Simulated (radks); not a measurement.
# Bi⁴⁺ in [Xe] 4f14 5d10 6p1: an all-electron calculation

Aim: the levels, the sizes of the orbitals and the parts of the energy of the bismuth ion Bi4+.

Method: scalar-relativistic Kohn-Sham, PW91, spin-polarised, spherical densities, finite nucleus; open shells are filled with parallel spins first. Code: radks (a radial shooting solver on a logarithmic mesh, Libxc functionals) version 1.

### Step 1. What is computed

* element: bismuth (Z = 83)
* charge: +4
* electrons: 79
* configuration: [Xe] 4f14 5d10 6p1
* nuclear rms radius: 5.5211 fm

Outer shells as boxes (Hund's rule):

Bi⁴⁺
```
[Xe] core
4f [↑↓][↑↓][↑↓][↑↓][↑↓][↑↓][↑↓]
5d [↑↓][↑↓][↑↓][↑↓][↑↓]
6p [↑ ][  ][  ]
```

### Step 2. Self-consistent calculation

Input:

```text
Z 83
configuration [Xe] 4f14 5d10 6p1 6s0 5f0
relativity scalar-relativistic
functional pw91,pw91
spin polarised
nucleus finite rms 5.5211 fm
c 137.035999084
```

Launch:

```bash
$ python run_ks.py task.json out
```

All runs below come from this command, one after another.

What does the calculation give?

As calculated:

| quantity | value |
| --- | --- |
| total energy | -21522.3264 hartree |
| exchange-correlation share of it | 1.84 % |
| −T/E | 1.1334 |
| highest occupied level | 6p up, -38.924 eV |
| most extended occupied level | 6p up, <r> = 2.33 bohr |
| radius at density 0.001 e/bohr³ | 3.48 bohr |
| maxima of the radial density | 4 |

6 principal shells are occupied and 4 maxima appear in the radial density; where shells overlap, one shows as a shoulder or not at all. −T/E is 1.133: with relativity the kinetic term as defined here no longer equals −E. This is not the tabulated ground configuration, so its levels and sizes aren't those of the ground state, and no measured value stands beside it.
